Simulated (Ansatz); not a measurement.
**FeNH (triplet): wave-function methods side by side, def2-SVP**

An exercise on one series of results from a longer session: the logs are not shown, and one member is left open.

Computed with Ansatz 0.2.0, Gaussian basis. Level: def2-SVP, core rule «outside noble gas», up to 10 orbitals frozen.

Plan: UHF; CCSD(T) on ROHF; CCSD(T) on UHF; CISD as a restricted active space (open shells left free, so some higher excitations enter); CCSDT(Q) on ROHF; CCSDT(Q) on UHF; CASSCF and MRCISD+Q, 14 electrons in 11 orbitals; CASSCF and NEVPT2, 14 electrons in 11 orbitals.

20 further runs of the same task are left out: 1 for a known fault of the program, 9 that didn't finish, 10 set aside as unsound or not needed. Runs told in other sessions of the task aren't counted.

### The geometry

The geometry is a PBE0/def2-TZVP stationary point (not a proven minimum) of the parent state, kept for this charge and spin.

3 atoms, charge 0, spin multiplicity 3.

Atoms are counted from 1 here; the program's logs count them from 0.

Bond lengths: Fe1–N2 1.554 Å, N2–H3 1.019 Å. Angles: Fe1–N2–H3 180.0°.

Set-up of the first run:

Input file in.yaml:

```yaml
crystal:
  periodic: [false, false, false]
  atoms:
    - {symbol: Fe, position_ang: [0.000000, 0.000000, 1.375554]}
    - {symbol: N, position_ang: [0.000000, 0.000000, -0.178178]}
    - {symbol: H, position_ang: [0.000000, 0.000000, -1.197376]}
basis:
  gaussian: {orbitals: def2-SVP}
magnetization: {spin_polarized: true, initial_magnetization: 2}
hamiltonian: {xc: hf}
output: {orbitals: {seedname: orbitals}}
```

Command:

```
$ ansatz run in.yaml --threads 1 --pin off --events-out ev --progress --plain --max-ram 2393MiB
```

Steps of the session up to this table: UHF; CCSD(T) on ROHF; CCSD(T) on UHF; CISD as a restricted active space (open shells left free, so some higher excitations enter); CCSDT(Q) on ROHF; CCSDT(Q) on UHF; CASSCF and MRCISD+Q, 14 electrons in 11 orbitals; CASSCF and NEVPT2, 14 electrons in 11 orbitals.

One table of the session follows, with a row left open; its other results are not shown here.

```
          method  from RCCSDT(Q) (meV)
            ROHF              +12814.3
             UHF               +9095.6
            RMP2               +2147.4
            UMP2                     ?
           RCCSD                +967.8
           UCCSD                +608.7
        RCCSD(T)                 +54.3
        UCCSD(T)                +209.5
          RCCSDT                +155.5
          UCCSDT                 +60.1
       RCCSDT(Q)                     0
       UCCSDT(Q)                 -30.5
  CASSCF valence               +7794.3
  NEVPT2 valence               +1358.1
  MRCISD valence                +836.8
MRCISD+Q valence                +268.8
```

**Question.** Estimate the row for UMP2.

The run gave: from RCCSDT(Q) (meV): +1895.0. In the column «from RCCSDT(Q) (meV)» it lies between NEVPT2 valence (+1358.1) and RMP2 (+2147.4).

Not comparable, so not listed: CISD as a restricted active space (open shells left free, so some higher excitations enter) (they don't share determinant, frozen orbitals or solution with the rows shown, or repeat one).

To keep in mind: The determinant of HF (⟨S²⟩ 3.78) is far from a pure spin state, so its energy mixes those of several spin states; that is harmless only where they are near-degenerate. The determinant of CCSD(T) (⟨S²⟩ 3.78) is far from a pure spin state, so its energy mixes those of several spin states; high orders of coupled cluster remove much of that, low ones don't. The determinant of CCSDT(Q) (⟨S²⟩ 3.78) is far from a pure spin state, so its energy mixes those of several spin states; high orders of coupled cluster remove much of that, low ones don't. The program flags UCCSDT(Q) as in doubt, so read those rows with care; the flags are other amplitudes. Warnings: spin contamination; large T1 diagnostic. Restricted and unrestricted rows rest on different reference determinants; a gap between their highest levels can come from leftover correlation error, from unlike frozen cores or from another state.
